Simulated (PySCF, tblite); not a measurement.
**CH6GeNOSi radical: geometry, infrared bands and EPR parameters**

Wanted: the infrared bands and EPR parameters of CH6GeNOSi radical (`O=[C]N[SiH2][GeH3]`), by calculation.

Computed with tblite 0.8.0 and PySCF 2.14.0, with density-fitted response routines of our own, on a single molecule in the gas phase. Atoms are numbered from 0 throughout.

## (1) Starting geometry

11 atoms, charge 0, multiplicity 2; geometry from: force field or distance geometry start.

Bonds of the start (Å): O0–C1 1.28, C1–N2 1.42, N2–Si3 1.79, Si3–Ge4 2.31, N2–H5 1.06, Si3–H6 1.47, Si3–H7 1.48, Ge4–H8 1.56, Ge4–H9 1.55, Ge4–H10 1.56.

## (2) Optimising the geometry with GFN2-xTB

What the job is given:

```
{"job": {"kind": "relax", "xc": "GFN2-xTB", "basis": "xTB"}, "charge": 0, "multiplicity": 2}
O     -0.277400     0.751300     2.359300
C     -1.322600     1.044800     1.686600
N     -1.581600     0.407800     0.446300
Si    -0.503800    -0.810200    -0.291900
Ge     1.551400     0.137200    -0.738100
H     -2.469600     0.664500    -0.070100
H     -1.094700    -1.313000    -1.537100
H     -0.321600    -1.931000     0.659800
H      2.487700    -0.925700    -1.385100
H      2.182200     0.657100     0.574500
H      1.355500     1.319900    -1.729900
```

The run is started by

```bash
OMP_NUM_THREADS=1 python probes_run.py task.json out
```

This one command runs all jobs of the session in turn.

What it wrote:

```text
step      E/eV     max force
  0    -429.11875    5.456
  1    -429.45432    6.144
  2    -429.65221    1.106
  3    -429.69469    0.777
  4    -429.77857    0.767
  5    -429.79319    0.380
  6    -429.80976    0.282
  7    -429.81969    0.344
  8    -429.83530    0.480
  9    -429.84694    0.432
 10    -429.85435    0.252
 11    -429.85795    0.136
 12    -429.85973    0.134
 13    -429.86204    0.188
 14    -429.86458    0.173
 15    -429.86647    0.136
 16    -429.86754    0.084
 17    -429.86832    0.073
 18    -429.86908    0.081
 19    -429.87002    0.102
 20    -429.87133    0.126
 21    -429.87313    0.153
 22    -429.87533    0.146
 23    -429.87769    0.155
 24    -429.88002    0.167
 25    -429.88291    0.174
 26    -429.88808    0.237
 27    -429.89627    0.349
 28    -429.90334    0.390
 29    -429.90430    0.551
 30    -429.91623    0.257
 31    -429.92041    0.223
 32    -429.93169    0.356
 33    -429.93851    0.536
 34    -429.94751    0.618
 35    -429.95816    0.584
 36    -429.97356    0.518
 37    -429.99077    0.696
 38    -429.99292    1.440
 39    -429.99941    1.283
 40    -430.02223    0.933
 41    -430.03853    0.617
 42    -430.05227    0.400
 43    -430.06956    0.605
 44    -430.08489    0.287
 45    -430.09623    0.353
 46    -430.10349    0.359
 47    -430.11342    0.364
 48    -430.12068    0.282
 49    -430.12652    0.190
 50    -430.13048    0.251
 51    -430.13389    0.244
 52    -430.13770    0.207
 53    -430.14144    0.203
 54    -430.14494    0.212
 55    -430.14754    0.193
 56    -430.14928    0.136
 57    -430.15073    0.123
 58    -430.15195    0.101
 59    -430.15301    0.105
 60    -430.15403    0.105
 61    -430.15536    0.109
 62    -430.15662    0.128
 63    -430.15805    0.100
 64    -430.15888    0.075
 65    -430.15929    0.055
 66    -430.15958    0.056
 67    -430.16001    0.046
 68    -430.16053    0.041
 69    -430.16103    0.062
 70    -430.16136    0.044
 71    -430.16154    0.041
 72    -430.16162    0.025
 73    -430.16169    0.026
 74    -430.16179    0.033
 75    -430.16193    0.044
 76    -430.16209    0.041
 77    -430.16220    0.032
 78    -430.16225    0.021
 79    -430.16227    0.015
 80    -430.16230    0.018
 81    -430.16237    0.027
 82    -430.16250    0.039
 83    -430.16266    0.039
 84    -430.16276    0.023
 85    -430.16280    0.012
 86    -430.16282    0.012
 87    -430.16284    0.016
 88    -430.16289    0.027
 89    -430.16299    0.038
 90    -430.16313    0.038
 91    -430.16324    0.021
 92    -430.16328    0.015
 93    -430.16331    0.014
 94    -430.16334    0.020
 95    -430.16340    0.027
 96    -430.16348    0.026
 97    -430.16352    0.013
 98    -430.16353    0.004
```

Run time: 0.53 s. Hardware: 1 thread of Arm Neoverse V1, shared host.

Relaxation path: (not every step is listed)

| step | energy from step 0 (eV) | largest force (eV/Å) |
| --- | --- | --- |
| 0 | 0.0000 | 5.4564 |
| 1 | -0.3356 | 6.1445 |
| 2 | -0.5335 | 1.1056 |
| 3 | -0.5759 | 0.7775 |
| 4 | -0.6598 | 0.7666 |
| 5 | -0.6744 | 0.3805 |
| 6 | -0.6910 | 0.2818 |
| 7 | -0.7009 | 0.3442 |
| 8 | -0.7166 | 0.4800 |
| 16 | -0.7488 | 0.0839 |
| 24 | -0.7613 | 0.1670 |
| 32 | -0.8129 | 0.3563 |
| 40 | -0.9035 | 0.9332 |
| 48 | -1.0019 | 0.2817 |
| 56 | -1.0305 | 0.1358 |
| 64 | -1.0401 | 0.0753 |
| 72 | -1.0429 | 0.0253 |
| 80 | -1.0436 | 0.0184 |
| 88 | -1.0441 | 0.0269 |
| 93 | -1.0446 | 0.0144 |
| 94 | -1.0446 | 0.0201 |
| 95 | -1.0447 | 0.0272 |
| 96 | -1.0447 | 0.0256 |
| 97 | -1.0448 | 0.0128 |
| 98 | -1.0448 | 0.0044 |

Distances of close pairs at the start and the end, largest changes first:

| bond | before (Å) | after (Å) | change (Å) |
| --- | --- | --- | --- |
| C1–N2 | 1.418 | 1.313 | -0.105 |
| O0–C1 | 1.277 | 1.200 | -0.077 |
| Ge4–H10 | 1.556 | 1.492 | -0.064 |
| Ge4–H9 | 1.546 | 1.492 | -0.054 |
| N2–H5 | 1.059 | 1.008 | -0.051 |
| Ge4–H8 | 1.557 | 1.523 | -0.034 |
| Si3–Ge4 | 2.307 | 2.329 | +0.022 |
| Si3–H7 | 1.482 | 1.465 | -0.016 |

The next job starts from the end point, and lists it.

## (3) Vibrational analysis with GFN2-xTB

What the job is given:

```
{"job": {"kind": "ir", "xc": "GFN2-xTB", "basis": "xTB"}, "charge": 0, "multiplicity": 2}
O      0.008645     1.712096     1.023964
C     -1.099048     1.261510     1.121321
N     -1.591757     0.153251     0.618496
Si    -0.563794    -0.929405    -0.374005
Ge     1.503926     0.141136    -0.417360
H     -2.557121    -0.060555     0.812422
H     -1.303922    -1.028179    -1.634947
H     -0.652012    -2.210672     0.331587
H      2.430490    -0.732909    -1.251943
H      2.246459     0.245705     0.873052
H      1.583559     1.450691    -1.128552
```

What it wrote:

```text
mode    cm-1     km/mol
  1      83.7      1.63
  2     150.6     11.43
  3     229.0     11.73
  4     248.3      2.03
  5     319.6      0.04
  6     377.7      8.14
  7     378.6     79.22
  8     470.7     49.68
  9     477.1     12.53
 10     571.5      0.65
 11     577.2     91.99
 12     608.0    112.30
 13     641.5    189.46
 14     700.6     55.39
 15     760.5    516.23
 16     820.5      4.56
 17     876.9    217.27
 18     926.2    129.37
 19    1175.1     33.03
 20    1300.7    114.99
 21    1816.5    421.94
 22    1851.2    474.62
 23    2011.0    264.58
 24    2069.4    375.08
 25    2227.7    477.36
 26    2236.6    162.16
 27    3446.8      7.93
```

Wall time 0.29 s (1 thread of Arm Neoverse V1, shared host).

Which atoms move in the most intense modes:

| cm⁻¹ | km/mol | atoms |
| --- | --- | --- |
| 642 | 189.5 | H7 34 %, H6 34 %, N2 14 % |
| 760 | 516.2 | H7 31 %, H6 31 %, H9 14 %, H10 14 % |
| 877 | 217.3 | H8 37 %, H9 29 %, H10 29 % |
| 1816 | 421.9 | C1 63 %, O0 33 % |
| 1851 | 474.6 | H8 94 % |
| 2011 | 264.6 | H9 49 %, H10 47 % |
| 2069 | 375.1 | H10 50 %, H9 48 % |
| 2228 | 477.4 | H6 52 %, H7 44 % |

## (4) g tensor and hyperfine couplings: B3LYP/def2-TZVP-core+pcH-1

Same as in step 3 but for these lines:

```diff
@@ -1,2 +1,2 @@
-{"job": {"kind": "ir", "xc": "GFN2-xTB", "basis": "xTB"}, "charge": 0, "multiplicity": 2}
+{"job": {"kind": "epr", "basis": "pcH-1"}, "charge": 0, "multiplicity": 2}
 O      0.008645     1.712096     1.023964
```

With the program's defaults for keys left out, this is: UKS B3LYP, def2-TZVP-core on Ge, pcH-1 on C H N O Si, non-relativistic, mean-field spin-orbit, GIAO.

What it wrote:

```text
UKS, coarse grid
  cycle   1  E = -2538.07463832  |g| = 1.41e+00
  cycle   2  E = -2537.44403202  |g| = 1.56e+00
  cycle   3  E = -2537.98360348  |g| = 8.40e-01
  cycle   4  E = -2538.22752324  |g| = 2.16e-01
  cycle   5  E = -2538.23539048  |g| = 7.80e-02
  cycle   6  E = -2538.23744255  |g| = 2.60e-02
  cycle   7  E = -2538.23768694  |g| = 5.23e-03
  cycle   8  E = -2538.23769585  |g| = 9.46e-04
UKS, final grid
  cycle   1  E = -2538.23770078  |g| = 9.49e-04
  cycle   2  E = -2538.23770063  |g| = 1.36e-03
  cycle   3  E = -2538.23770116  |g| = 3.55e-04
  cycle   4  E = -2538.23770120  |g| = 1.20e-04
  cycle   5  E = -2538.23770121  |g| = 6.60e-05
  cycle   6  E = -2538.23770122  |g| = 1.87e-05
E = -2538.23770122 Eh   <S^2> = 0.7529 (exact 0.7500)
g shifts (ppm)      1          2          3
  rmc          -226       -226       -226
  gc             33         20        -96
  oz_so       -3693       -218       2795
  total       -3887       -424       2472
hyperfine (MHz)  atom isotope    a_iso     a_fc   dipolar eigenvalues
    0   17O     -52.86     -52.97    -95.29     45.69     49.60
    1   13C     446.62     446.86    -50.90    -46.34     97.24
    2   14N      50.40      50.43     -5.90     -3.52      9.41
    3  29Si     -13.03     -13.15    -19.80      9.76     10.04
    4  73Ge       3.34       3.42     -0.12     -0.03      0.15
    5    1H      15.17      15.20    -10.51     -7.27     17.78
    6    1H      -2.90      -2.90     -2.06     -0.80      2.85
    7    1H      -2.90      -2.90     -2.06     -0.80      2.86
    8    1H      37.10      37.10     -0.68     -0.52      1.20
    9    1H      12.99      12.99     -1.85     -1.65      3.49
   10    1H      13.07      13.08     -1.85     -1.64      3.49
```

Wall time 2.1 min (1 thread of Arm Neoverse V1, shared host); peak memory 1 GiB.

Principal g values 1.99843, 2.00190, 2.00479; g(iso) = 2.00171, against 2.00232 for a free electron.

Mean a(iso) over the nuclei that a row names, and the largest dipolar term of the row (other rows stand at the frozen geometry):

| nuclei | isotope | a(iso) (MHz) | a(iso) (G, at g = 2.0023) | largest dipolar term (MHz) |
| --- | --- | --- | --- | --- |
| C1 | 13C | 446.6 | 159.4 | 97.2 |
| O0 | 17O | -52.9 | -18.9 | -95.3 |
| N2 | 14N | 50.4 | 18.0 | 9.4 |
| H8, H9, H10 | 1H | 21.1 | 7.5 | 3.5 |
| H5 | 1H | 15.2 | 5.4 | 17.8 |
| Si3 | 29Si | -13.0 | -4.6 | -19.8 |
| Ge4 | 73Ge | 3.3 | 1.2 | 0.1 |
| H6, H7 | 1H | -2.9 | -1.0 | 2.9 |

Mulliken spin populations:

| atom | value (e) |
| --- | --- |
| O0 | 0.23 |
| C1 | 0.68 |
| N2 | -0.01 |
| Si3 | 0.07 |
| Ge4 | 0.00 |
| H5 | 0.00 |
| H6 | 0.00 |
| H7 | 0.00 |
| H8 | 0.02 |
| H9 | 0.01 |
| H10 | 0.01 |

In first order the couplings over 0.8 MHz of 14N, 1H give 72 distinct lines over 66.0 G, if the averaged nuclei exchange fast; the same motion can average rows kept apart here too.

The fields below are evaluated on a grid from the run's orbitals.

ELF in a plane through or near 7 of the atoms.

Values, 10 rows by 14 columns:
```
0.00 0.00 0.00 0.00 0.00 0.00 0.00 0.00 0.00 0.00 0.00 0.00 0.00 0.00
0.00 0.00 0.00 0.00 0.00 0.00 0.15 0.24 0.03 0.33 0.18 0.00 0.00 0.00
0.00 0.00 0.00 0.00 0.00 0.11 0.79 0.84 0.40 0.93 0.92 0.04 0.00 0.00
0.00 0.00 0.01 0.04 0.09 0.06 0.85 0.61 0.58 0.75 0.23 0.01 0.00 0.00
0.00 0.00 0.02 0.16 0.25 0.17 0.20 0.04 0.65 0.20 0.94 0.90 0.05 0.00
0.00 0.00 0.16 0.47 0.24 0.71 0.62 0.51 0.74 0.76 0.80 0.85 0.02 0.00
0.00 0.04 0.97 1.00 0.99 0.41 0.87 0.29 0.27 0.18 0.02 0.00 0.00 0.00
0.00 0.00 0.85 1.00 0.98 0.09 0.15 0.21 0.39 0.19 0.04 0.00 0.00 0.00
0.00 0.00 0.00 0.06 0.04 0.00 0.00 0.03 0.04 0.02 0.00 0.00 0.00 0.00
0.00 0.00 0.00 0.00 0.00 0.00 0.00 0.00 0.00 0.00 0.00 0.00 0.00 0.00
```
The map spans 10.5 Å across and 9.2 Å up, centred on the molecule. Atoms in the plane (x, y in Å): O0 (0.0, 2.0), C1 (1.2, 1.6), N2 (1.7, 0.4), Si3 (0.6, -1.0), Ge4 (-1.6, -0.1), H5 (2.7, 0.3), H8 (-2.5, -1.2).

On the surface of density 0.002 e/bohr³ the electrostatic potential runs, from the 1st to the 99th percentile, from -1.42 V near O0 to 2.35 V near H5.

The spin density lies nearest to C1 57 %; O0 25 %; N2 7 %.

## (5) Summary of results

```
                                                                  quantity                 value
                                 strongest single infrared mode (GFN2-xTB)  760 cm⁻¹, 516 km/mol
                                              zero-point energy (GFN2-xTB)         39.1 kcal/mol
                                                            g(iso) (B3LYP)               2.00171
                                                                      ⟨S²⟩    0.753 (exact 0.75)
                                        largest a(iso) (averaged by class)  13C on C1, 446.6 MHz
potential on the surface of density 0.002 e/bohr³, 1st and 99th percentile    -1.42 V and 2.35 V
```

In words: The optimisation took 98 steps and gained 1.045 eV; among the close pairs (by a distance rule), C1–N2 changed most, from 1.418 to 1.313 Å. All 27 modes are real, so the xTB geometry is a minimum. The strongest single mode, at 760 cm⁻¹, is carried by H7, H6, H9, H10. Unscaled tight-binding wavenumbers are off by several per cent, some by more. Its intensities can rank the bands wrongly. The largest share of the spin, 0.68 e, sits on C1. The isotropic g lies 0.6 ppt below the free-electron value. The hyperfine terms hold no scalar relativity, which the heavier nuclei need. The conformer search found further structures of the same energy, which may be mirror or relabelled copies of this one.
